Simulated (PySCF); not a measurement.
**Sm2OCl2: other functionals and bases at one geometry**

One table from this session's results is given with a row withheld; the runs are named, their logs left out.

Method: several levels, as the steps say, no spin–orbit coupling; program: PySCF 2.14.0.

5 further runs of the same task are left out: 2 for a known fault of the program, 3 that didn't finish.

### Where the work starts

5 atoms, charge 0, spin multiplicity 1.

Bond lengths: Sm1–O3 2.147 Å, Sm1–Cl4 2.676 Å, Sm2–O3 2.147 Å, Sm2–Cl5 2.676 Å. Angles: O3–Sm1–Cl4 118.3°, O3–Sm2–Cl5 118.3°, Sm1–O3–Sm2 180.0°.

Geometry (Å):

```mol
Cl2OSm2
  3D, bonds by distance, orders not assigned

  5  4  0  0  0  0  0  0  0  0999 V2000
   -0.9492   -0.1195    1.9224 Sm  0  0
    0.9492    0.1195   -1.9224 Sm  0  0
   -0.0000   -0.0000    0.0000 O   0  0
    0.5835    0.0735    4.1071 Cl  0  0
   -0.5835   -0.0735   -4.1071 Cl  0  0
  1  3  8  0
  1  4  8  0
  2  3  8  0
  2  5  8  0
M  END
```

Formal oxidation states: Sm +2. Each metal's 6 4f electrons lie in its core potential, so multiplicities, spins and levels count the valence alone. An earlier session relaxed this geometry at PBE0, Sm lcecp-0-SVP with ECP52, O def2-SVP, Cl def2-SVP (singlet, point group C2h).

At PBE0 on the finer grid: E = -1052.845380 Eh, frontier levels not given, since the 4f levels lie in the core, Mulliken charge on Sm1 +0.81 e, largest force component 0.007 eV/Å. 

Levels to run: B3LYP; HF; BLYP; BP86. Hardware: 2 threads of Intel Xeon at 2.50GHz (Skylake/Cascade Lake), shared host.

Set-up of the first run:

run.py (the lines that set the calculation) reads:

```python
mol = gto.M(atom='''
Sm    -0.94924    -0.11949     1.92235
Sm     0.94924     0.11949    -1.92235
O      0.00000     0.00000     0.00000
Cl     0.58352     0.07345     4.10711
Cl    -0.58352    -0.07345    -4.10711''',
    basis={'Sm': 'lcecp-0-SVP', 'O': 'def2-SVP', 'Cl': 'def2-SVP'},
    ecp={'Sm': 'lcecp-0-SVP'},
    charge=0, spin=0)
mf = dft.RKS(mol, xc='B3LYP')
mf.grids.atom_grid = (75, 302)  # f atoms: unpruned, at least (60, 302)
mf = mf.density_fit()  # fitting sets: Sm AutoAux, O def2-universal-JKFIT, Cl def2-universal-JKFIT
mf.conv_tol = 1e-08; mf.max_cycle = 55
mf.kernel(dm0)  # dm0: the density of the relaxed state
```

On the command line:

```bash
$ OMP_NUM_THREADS=2 python run.py
```

Steps of the session up to this table: B3LYP; HF; BLYP; BP86.

One table of the session follows, with a row left open; its other results are not shown here.

```
              level  charge on Sm1 (e)  largest force component (eV/Å)
PBE0 (relaxed here)               0.81                            0.01
              B3LYP               0.76                            0.21
                 HF               1.06                            0.48
               BLYP               0.66                            0.40
               BP86                  ?                               ?
```

**Question.** Estimate the row for BP86.

The run gave: charge on Sm1 (e): 0.70; largest force component (eV/Å): 0.20. In the column «charge on Sm1 (e)» it lies between BLYP (0.66) and B3LYP (0.76).

The largest leftover force, 0.48 eV/Å with HF, stands at a geometry relaxed at another level. With 4f in the core, its levels are missing from HOMO and gap, and its count is fixed, so no charge can pass from the ligands into it. Total energies of different levels can't be compared.
